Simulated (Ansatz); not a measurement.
**C₂H₆ClNSn: basis-set convergence**

An exercise on one series of results from a longer session: the logs are not shown, and one member is left open.

Computed with Ansatz 0.2.0, Gaussian basis. Level: one geometry, several basis sets.

Levels to be run: PBE0-D4/def2-SVP; ωB97M-V/def2-SVP; PBE0-D4/def2-QZVPP; ωB97M-V/def2-QZVPP; the functionals' def2-TZVPP values are taken from earlier runs.

1 further run of the same task is left out (for a known fault of the program). Runs told in other sessions of the task aren't counted.

**The geometry**

An earlier PBE0-D4 in a triple-zeta def2 set relaxation fixed the geometry. Sn takes the def2 core potential; no spin-orbit term is included.

SMILES `C[N](C)[Sn][Cl]`, 11 atoms, charge 0, spin multiplicity 1.

Atoms are counted from 1 here; the program's logs count them from 0.

Bond lengths: C1–N2 1.442 Å, C1–H6 1.095 Å, C1–H7 1.099 Å, C1–H8 1.099 Å, N2–C3 1.440 Å, N2–Sn4 2.021 Å, C3–H9 1.090 Å, C3–H10 1.099 Å, C3–H11 1.099 Å, Sn4–Cl5 2.391 Å. Angles: N2–C1–H6 111.0°, N2–C1–H7 111.6°, N2–C1–H8 111.6°, H6–C1–H7 107.6°, H6–C1–H8 107.6°, H7–C1–H8 107.3°, C1–N2–C3 112.8°, C1–N2–Sn4 118.4°, C3–N2–Sn4 128.8°, N2–C3–H9 110.7°, N2–C3–H10 111.0°, N2–C3–H11 111.0°, H9–C3–H10 108.4°, H9–C3–H11 108.4°, H10–C3–H11 107.2°, N2–Sn4–Cl5 96.9°.

The first run:

in.yaml

```yaml
crystal:
  periodic: [false, false, false]
  atoms:
    - {symbol: C, position_ang: [-0.881341, -0.236176, 1.148087]}
    - {symbol: N, position_ang: [-0.278242, 0.143246, -0.105469]}
    - {symbol: C, position_ang: [1.093788, -0.278601, -0.215924]}
    - {symbol: Sn, position_ang: [-1.402070, 1.158547, -1.444126]}
    - {symbol: Cl, position_ang: [0.280559, 1.368138, -3.130131]}
    - {symbol: H, position_ang: [-1.922886, 0.098838, 1.200525]}
    - {symbol: H, position_ang: [-0.347606, 0.203172, 2.002372]}
    - {symbol: H, position_ang: [-0.875729, -1.326517, 1.285302]}
    - {symbol: H, position_ang: [1.514062, 0.025675, -1.174215]}
    - {symbol: H, position_ang: [1.178390, -1.371251, -0.131441]}
    - {symbol: H, position_ang: [1.706278, 0.157929, 0.585620]}
basis:
  gaussian: {orbitals: def2-SVP}
hamiltonian: {xc: pbe0, dispersion: d4}
output: {orbitals: {seedname: orbitals}}
```

On the command line:

```sh
> ansatz run in.yaml --threads 4 --pin off --events-out ev --progress --plain --max-ram 10444MiB
```

Steps of the session up to this table: PBE0-D4 in def2-SVP; ωB97M-V in def2-SVP; PBE0-D4 in def2-QZVPP; ωB97M-V in def2-QZVPP.

One of the session's tables, all rows but one given; the rest of the session is left out.

It belongs to the step «Functionals by basis». 

```
functional       basis  HOMO (eV)  LUMO (eV)
   PBE0-D4    def2-SVP      -6.56      -1.94
   PBE0-D4  def2-TZVPP          ?          ?
   PBE0-D4  def2-QZVPP      -6.65      -2.10
   ωB97M-V    def2-SVP      -8.73      -0.19
   ωB97M-V  def2-TZVPP      -8.83      -0.41
   ωB97M-V  def2-QZVPP      -8.86      -0.47
```

Estimate the missing values for PBE0-D4, def2-TZVPP.

As computed: HOMO (eV): -6.63; LUMO (eV): -2.07. In the column «HOMO (eV)» it lies between PBE0-D4, def2-QZVPP (-6.65) and PBE0-D4, def2-SVP (-6.56).
